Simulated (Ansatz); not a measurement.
# Ni (sc type): the cost of one run

Program: Ansatz 0.2.0. Level of theory: DFT LDA, with the methods named in each step. These are calculated values, not measurements.

This is Ni in the simple cubic structure; at room conditions it is fcc.

3 further runs of the same task are left out: 3 that didn't finish. Runs told in other sessions of the task aren't counted.

## 1. The system as given

The structure is cubic, space group Pm-3m (No. 221). Conventional cell: a = 2.261 Å, b = 2.261 Å, c = 2.261 Å, α = 90.00°, β = 90.00°, γ = 90.00°. Ni (site symmetry m-3m) has 6 Ni at 2.26 Å in its first shell of neighbours.

Coordinates:

```xyz
1
Lattice="2.2611 0.0000 0.0000 0.0000 2.2611 0.0000 0.0000 0.0000 2.2611" Properties=species:S:1:pos:R:3 pbc="T T T"
Ni    0.0000    0.0000    0.0000
```

Whether this phase is the stable one at these pressures isn't tested.

## 2. The reference volume, LAPW

input.yaml

```yaml
crystal:
  lattice:
    - [2.261090619, 0.0, 0.0]
    - [0.0, 2.261090619, 0.0]
    - [0.0, 0.0, 2.261090619]
  atoms:
    - { symbol: Ni, position: [0.0, 0.0, 0.0], spin: 1.0 }
magnetization:
  spin_polarized: true
kpoints:
  mp_grid: { grid: [19, 19, 19] }
  band_path:
    path:
      - [0.0, 0.0, 0.0]
      - [0.0, 0.5, 0.0]
      - [0.5, 0.5, 0.0]
      - [0.0, 0.0, 0.0]
      - [0.5, 0.5, 0.5]
      - [0.0, 0.5, 0.0]
      - [0.5, 0.5, 0.5]
      - [0.5, 0.5, 0.0]
    npoints: 14
scf:
  occupations: { method: fermi_dirac, width: 0.1 }
hamiltonian:
  xc: lda
  pseudopotentials: { kind: all_electron, lapw: { basis_error: 0.001 } }
output:
  forces: true
  stress: true
  eigenvalues: true
  populations: true
  dos: { projected: true, de: 0.2, e_range: [-14, 8] }
```

Command:

```
$ ansatz run input.yaml --threads 1 --pin off --max-ram 3072MiB --backend cpu --events-out ev --progress --plain --runs-dir out
```

**Question.** How long does this run take on 1 thread of Arm Neoverse V2, shared host, and how much memory does it need?

About 45 s, with a peak of 0.51 GiB.
